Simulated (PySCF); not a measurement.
The system is F2CH2, in a box.

```
CELL_PARAMETERS angstrom
12.00000 0.00000 0.00000
0.00000 11.00000 0.00000
0.00000 0.00000 11.00000
ATOMIC_POSITIONS crystal
F 0.41092 0.52241 0.56648
C 0.50121 0.50350 0.49551
F 0.59124 0.48874 0.56783
H 0.48847 0.42022 0.44304
H 0.51414 0.58360 0.43835
```

Base run:

- Program: PySCF 2.14.0
- Functional: PBE
- Potentials or basis: cc-pvdz (all-electron)
- k mesh: 1 × 1 × 1
- Occupations: fixed
- Spin: no spin polarisation

Its results: gap between the frontier levels 8.97 eV.

Question: The run is repeated on the same cell with these changes: functional from PBE to N12. What comes out?

Answer: Gap between the frontier levels 9.05 eV.

Caveats: this is a molecule in a periodic box at the Γ point, so its band gap is the HOMO-LUMO gap; the basis of atomic orbitals isn't converged, which shifts pressures, moduli and gaps.

